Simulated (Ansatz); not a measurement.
Here is an Ansatz input file for Mg₂NCl, space group R-3m. Write the same calculation for the Python package.

```yaml
crystal:
  lattice:
    a: 3.32133
    b: 3.32133
    c: 18.00893
    alpha: 90.0
    beta: 90.0
    gamma: 120.0
  space_group: 166
  atoms:
    - { symbol: Mg, position: [0.0, 0.0, 0.22282] }
    - { symbol: "N", position: [0.3333333333333333, 0.6666666666666666, 0.16666666666666666] }
    - { symbol: Cl, position: [0.0, 0.0, 0.0] }
  reduce_to_primitive: true
basis:
  ecutwfc: 530.0
kpoints:
  mp_grid:
    grid: [7, 7, 7]
hamiltonian:
  xc: pbesol
scf:
  algorithm: direct_min
  n_extra_bands: 2
  convergence:
    dr2_threshold: 1.0e-09
  occupations:
    method: fixed
dielectric: {}
```

The script, `mg2ncl.py`:
```python
import ansatz as az
import numpy as np

mg2ncl = (
    az.Lattice.from_parameters(3.32133, 3.32133, 18.00893, alpha=90, beta=90, gamma=120)
    .space_group(166)
    .atom("Mg", [0.0, 0.0, 0.22282])
    .atom("N", [1 / 3, 2 / 3, 1 / 6])
    .atom("Cl", [0.0, 0.0, 0.0])
    .primitive()
)

setup = (
    mg2ncl.calculation()
    .functional(az.Functional.PBESOL)
    .basis(530)
    .kpoints(7, 7, 7)
    .scf(tolerance=1e-09, extra_bands=2, algorithm="direct_min")
    .occupations("fixed")
    .dielectric()
)
res = setup.run(threads=1, pin="off")
response = res.dielectric
eps = np.asarray(response.eps_inf)

print("eps_inf")
print(np.round(eps, 3) + 0.0)
for site, z in zip(res.lattice.sites, response.zstar_e):
    print(f"{site.symbol:2s} Z* trace/3 = {np.trace(z) / 3:+.3f} e")
print(f"charge neutrality missed by {response.zstar_sum_residual_pre_e:.4f} e before the sum rule")
```

Output of `python mg2ncl.py`:
```text
eps_inf
[[4.516 0.    0.   ]
 [0.    4.516 0.   ]
 [0.    0.    4.943]]
Mg Z* trace/3 = +2.032 e
Mg Z* trace/3 = +2.032 e
N  Z* trace/3 = -2.567 e
Cl Z* trace/3 = -1.498 e
charge neutrality missed by 0.0012 e before the sum rule
```

What to keep in mind:
- These settings explore the input space; cutoff and mesh may be short of convergence.
- The Fermi level of a run with fixed occupations marks the highest occupied state on its mesh, not mid-gap.
- Averages over directions belong to no single polarisation, least of all in layered crystals.
- Pressure is positive in compression.
- This cell is a computed structure, which may not be the phase found in nature.
- This is the electronic (clamped-ion) response; a semilocal gap that is too small tends to raise it. The typed mesh is that of the SCF; the response is solved on denser meshes that the run picks.
- Wall time of the script: 2.6 min on 1 thread of Arm Neoverse V2, with other jobs on the host, peak memory 1 GiB.

(Lines on the test bed's own set-up are left out of the output.)
